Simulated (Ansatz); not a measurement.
# SnAs: the cost of one run

Program: Ansatz 0.2.0. Level of theory: DFT PBEsol, scalar-relativistic, plane waves, PAW. These are calculated values, not measurements.

3 further runs of the same task are left out: 1 that didn't finish, 2 set aside as unsound or not needed. Runs told in other sessions of the task aren't counted.

## (1) The structure to begin with

Symmetry: F-43m, No. 216, cubic system. Conventional cell: a = 5.675 Å, b = 5.675 Å, c = 5.675 Å, α = 90.00°, β = 90.00°, γ = 90.00°. Al (site symmetry -43m) is surrounded by 4 As at 2.46 Å. As (site symmetry -43m) has 4 Al at 2.46 Å in its first shell of neighbours.

As a file:

```
CELL_PARAMETERS angstrom
0.00000 -2.83730 -2.83730
2.83730 0.00000 -2.83730
2.83730 -2.83730 0.00000
ATOMIC_POSITIONS crystal
Al 0.00000 0.00000 0.00000
As 0.75000 0.75000 0.75000
```

This cell was relaxed beforehand with the same method: volume 22.84 Å³/atom, gap on the mesh 1.34 eV.

## (2) The film's bulk: SnAs

Relaxed beforehand at this level: -5381.4938 eV/atom, gap on the mesh none (metal).

Space group Fm-3m (No. 225). a = 5.713 Å, b = 5.713 Å, c = 5.713 Å, α = 90.00°, β = 90.00°, γ = 90.00°
| atom | site | symmetry | x | y | z |
| --- | --- | --- | --- | --- | --- |
| Sn | 4a | m-3m | 0.0000 | 0.0000 | 0.0000 |
| As | 4b | m-3m | 0.5000 | 0.0000 | 0.0000 |

The bulk reference of AlAs, the base, comes from a run made before at the same settings: -2669.2211 eV/atom.

## (3) SnAs strained to the base's plane

The (100) plane of SnAs is fitted to the (100) plane of AlAs, a strain of -0.7 % along x and -0.7 % along y; the third vector and the atoms relax.

Contents of input.yaml:

```yaml
crystal:
  lattice:
    - [4.0125456551, 0.0, 0.0]
    - [0.0, 4.0125456551, 0.0]
    - [-2.0062728276, -2.0062728276, 2.8796870468]
  atoms:
    - { symbol: Sn, position: [0.0, 0.0, 0.0] }
    - { symbol: As, position: [0.5, 0.5, 0.0] }
basis:
  ecutwfc: 420
kpoints:
  mp_grid: { grid: [9, 9, 12] }
hamiltonian:
  xc: pbesol
scf:
  occupations: { method: gaussian, width: 0.1 }
output:
  forces: true
  stress: true
  eigenvalues: true
relax:
  adjacent_minimum: "off"
  f_tol: 0.01
  max_steps: 50
  cell: { fix: [a, b, gamma], stress_tol: 0.1 }
```

On the command line:

```bash
$ ansatz run input.yaml --threads 4 --pin off --max-ram 10240MiB --backend cpu --events-out ev --progress --plain --runs-dir out
```

Q: Estimate wall time and peak memory on 4 threads of Intel Xeon 6975P-C (Granite Rapids), shared host.

About 8.1 s, with a peak of 0.59 GiB.
